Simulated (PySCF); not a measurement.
**A gas-phase reaction: ClH4NSi + H2 → H5NSi + ClH**

Wanted: the reaction energy for `N[SiH2]Cl` + `[H][H]` → `N[SiH3]` + `Cl`.

Programs: PySCF 2.14.0. All values are calculated, for the isolated system unless a continuum is named. Atoms count from 0, parts from 1.

## Step 1: The system as given

Each species was relaxed by itself at PBE0-D3(BJ)/def2-SVPD.

## Step 2: Reaction energy: wB97M-D3(BJ)/def2-TZVPD

What the job is given:

```
{"job": {"kind": "react", "xc": "wB97M-D3(BJ)", "basis": "def2-TZVPD"}, "charge": 0, "multiplicity": 1}
-1 ClH4NSi charge 0 multiplicity 1
N      0.882170    -0.035710     0.169160
Si    -0.825200     0.016010     0.010320
Cl    -1.601240     1.900230    -0.497420
H      1.338340     0.347010     0.986800
H      1.487210    -0.012870    -0.640860
H     -1.230560    -0.888010    -1.093870
H     -1.431570    -0.323110     1.321130

-1 H2 charge 0 multiplicity 1
H      0.380240     0.002280    -0.006760
H     -0.380240    -0.002280     0.006760

+1 H5NSi charge 0 multiplicity 1
N     -0.589370    -0.631950     0.625440
Si     0.337430     0.348040    -0.473760
H     -1.398680    -0.239810     1.089020
H     -0.117980    -1.292330     1.229940
H      1.158060     1.432500     0.159800
H      1.270590    -0.554370    -1.209120
H     -0.617680     0.996780    -1.418600

+1 ClH charge 0 multiplicity 1
Cl     0.644700     0.002840    -0.003050
H     -0.643500    -0.001100     0.003660
```

With the program's defaults for keys left out, this is: wB97M-D3(BJ)/def2-TZVPD reaction energy of separated species, gas phase.

Command:

```
OMP_NUM_THREADS=1 python cluster_run.py task.json out
```

This one command runs all jobs of the session in turn.

**Question.** The jobs that follow are: PBE0-D3(BJ)/def2-TZVPD reaction energy of separated species, gas phase; MP2/def2-TZVPD reaction energy of separated species, gas phase. Predict: reaction energy (wB97M-D3(BJ)/def2-TZVPD); ΔH, ΔG at 298 K (xTB thermal terms). Thermal terms come from harmonic xTB runs on each species.

As calculated:

| quantity | value |
| --- | --- |
| reaction energy (wB97M-D3(BJ)/def2-TZVPD) | 22.12 kcal/mol |
| ΔH, ΔG at 298 K (xTB thermal terms) | +23.4, +22.0 kcal/mol |
| range of the reaction energy over the runs of this table | 22.12 to 25.14 kcal/mol |

What this shows: The reaction is endothermic by 23.4 kcal/mol in the gas phase; dispersion gives +0.64, and xTB itself gave 13.99 for the electronic energy (xTB energies and thermal terms come from the earlier relaxation of each species, not shown). No barrier was sought. The reaction energy runs from 22.12 (wB97M-D3(BJ)/def2-TZVPD) to 25.14 kcal/mol (MP2/def2-TZVPD).
